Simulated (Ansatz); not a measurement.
# C₂H₈InNS: one species, many methods

One table from this session's results is given with a row withheld; the runs are named, their logs left out.

Computed with Ansatz 0.2.0, Gaussian basis. Level: functionals in def2-TZVPP, the program's frozen cores in correlated methods.

Plan: PBE-D4, r2SCAN-D4, PBE0-D4, B3LYP-D4, ωB97X-V, ωB97M-V, B2PLYP; CCSD(T)/def2-TZVPP; MP2/def2-QZVPP; extrapolation to the limit.

### The geometry

All runs share one geometry, relaxed beforehand with PBE0-D4 in a triple-zeta def2 set. In takes the def2 core potential; no spin-orbit term is included.

SMILES `C[N](C)[InH][SH]`, 13 atoms, charge 0, spin multiplicity 1.

Atoms are counted from 1 here; the program's logs count them from 0.

Bond lengths: C1–N2 1.439 Å, C1–H6 1.101 Å, C1–H7 1.093 Å, C1–H8 1.101 Å, N2–C3 1.436 Å, N2–In4 2.010 Å, C3–H9 1.101 Å, C3–H10 1.101 Å, C3–H11 1.092 Å, In4–S5 2.385 Å, In4–H12 1.704 Å, S5–H13 1.343 Å. Angles: N2–C1–H6 111.7°, N2–C1–H7 111.2°, N2–C1–H8 111.7°, H6–C1–H7 107.5°, H6–C1–H8 106.9°, H7–C1–H8 107.5°, C1–N2–C3 112.7°, C1–N2–In4 122.2°, C3–N2–In4 125.2°, N2–C3–H9 111.8°, N2–C3–H10 111.7°, N2–C3–H11 111.4°, H9–C3–H10 107.0°, H9–C3–H11 107.3°, H10–C3–H11 107.3°, N2–In4–S5 116.0°, N2–In4–H12 121.0°, S5–In4–H12 123.1° and more.

The first run:

Input file in.yaml:

```yaml
crystal:
  periodic: [false, false, false]
  atoms:
    - {symbol: C, position_ang: [-1.241759, 0.675775, -1.015347]}
    - {symbol: N, position_ang: [-0.215278, 0.118721, -0.174240]}
    - {symbol: C, position_ang: [0.215782, 1.028947, 0.849364]}
    - {symbol: In, position_ang: [0.502214, -1.739162, -0.448911]}
    - {symbol: S, position_ang: [2.201342, -2.437337, 1.072280]}
    - {symbol: H, position_ang: [-0.898751, 1.588338, -1.527532]}
    - {symbol: H, position_ang: [-1.552412, -0.035487, -1.784896]}
    - {symbol: H, position_ang: [-2.138228, 0.950284, -0.437638]}
    - {symbol: H, position_ang: [-0.613449, 1.319061, 1.513331]}
    - {symbol: H, position_ang: [0.626490, 1.957563, 0.423093]}
    - {symbol: H, position_ang: [0.994054, 0.585786, 1.474840]}
    - {symbol: H, position_ang: [-0.089247, -2.730523, -1.701674]}
    - {symbol: H, position_ang: [2.209242, -1.281977, 1.757350]}
basis:
  gaussian: {orbitals: def2-TZVPP}
hamiltonian: {xc: pbe, dispersion: d4}
output: {forces: true, orbitals: {seedname: orbitals}}
```

The run is started by

```
$ ansatz run in.yaml --threads 2 --pin off --events-out ev --progress --plain --max-ram 22528MiB --backend cuda --devices 0, --max-vram 18GiB
```

Steps of the session up to this table: PBE-D4 (GGA); r2SCAN-D4 (meta-GGA); PBE0-D4 (hybrid); B3LYP-D4 (hybrid); ωB97X-V (range-separated); ωB97M-V (range-separated); B2PLYP (double hybrid); CCSD(T) in def2-TZVPP; MP2 in def2-QZVPP.

One of the session's tables, all rows but one given; the rest of the session is left out.

| method | atomisation energy (kcal/mol) |
| --- | --- |
| PBE-D4 | 1045.3 |
| r2SCAN-D4 | 1028.3 |
| PBE0-D4 | 1029.4 |
| B3LYP-D4 | 1026.6 |
| ωB97X-V | 1034.8 |
| ωB97M-V | 1033.0 |
| B2PLYP | 1013.8 |
| HF/def2-TZVPP | ? |
| MP2/def2-TZVPP | 1008.9 |
| CCSD/def2-TZVPP | 987.1 |
| CCSD(T)/def2-TZVPP | 1003.1 |
| MP2/CBS | 1037.3 |
| CCSD(T)/CBS | 1031.5 |

**Question.** Estimate the row for HF/def2-TZVPP.

**Answer.** atomisation energy (kcal/mol): 728.7. In the column «atomisation energy (kcal/mol)» it is the lowest.
